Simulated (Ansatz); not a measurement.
# BH3OSSi: the cost of one run

Program: Ansatz 0.2.0. Level of theory: RKS BHLYP-D4/cc-pVDZ. These are calculated values, not measurements.

### 1 Starting point

Bond lengths: O1–B2 1.330 Å, B2–Si3 1.918 Å, B2–S4 1.780 Å, Si3–S4 2.240 Å, O1–H5 0.957 Å, Si3–H6 1.457 Å, Si3–H7 1.458 Å. Angles: O1–B2–Si3 153.4°, O1–B2–S4 132.2°, Si3–B2–S4 74.5°, B2–O1–H5 120.9°, B2–Si3–S4 50.0°, B2–Si3–H6 124.3°, B2–Si3–H7 124.4°, S4–Si3–H6 107.6°, S4–Si3–H7 107.7°, H6–Si3–H7 110.6°, B2–S4–Si3 55.6°.

Structure file:

```xyz
7

O    -1.0289    1.4704   -0.9784
B    -0.5024    0.3613   -0.4682
Si    0.7106   -0.5949    0.6688
S    -0.8339   -1.3630   -0.7608
H    -0.7228    2.3325   -0.6989
H     0.3721   -1.0954    1.9951
H     2.0053   -1.1108    0.2423
```

### 2 End point A

input.yaml

```yaml
crystal:
  periodic: [false, false, false]
  atoms:
    - { symbol: O, position_ang: [-1.02892, 1.47042, -0.97836] }
    - { symbol: B, position_ang: [-0.50242, 0.36128, -0.46821] }
    - { symbol: Si, position_ang: [0.71058, -0.59494, 0.66879] }
    - { symbol: S, position_ang: [-0.83386, -1.363, -0.76077] }
    - { symbol: H, position_ang: [-0.72283, 2.33248, -0.69887] }
    - { symbol: H, position_ang: [0.37214, -1.09544, 1.99513] }
    - { symbol: H, position_ang: [2.00531, -1.1108, 0.24229] }
basis:
  gaussian: { orbitals: cc-pVDZ }
hamiltonian:
  xc: { name: BHLYP }
  dispersion: d4
relax:
  f_tol: 0.02
  max_steps: 50
output:
  orbitals: {}
```

Command:

```bash
$ ansatz run input.yaml --threads 1 --pin off --max-ram 2048MiB --backend cpu --events-out ev --progress --plain --runs-dir out
```

**Question.** How long does this run take on 1 thread of Intel Xeon at 2.70GHz, shared host, and how much memory does it need?

About 27 s, with a peak of 0.17 GiB.
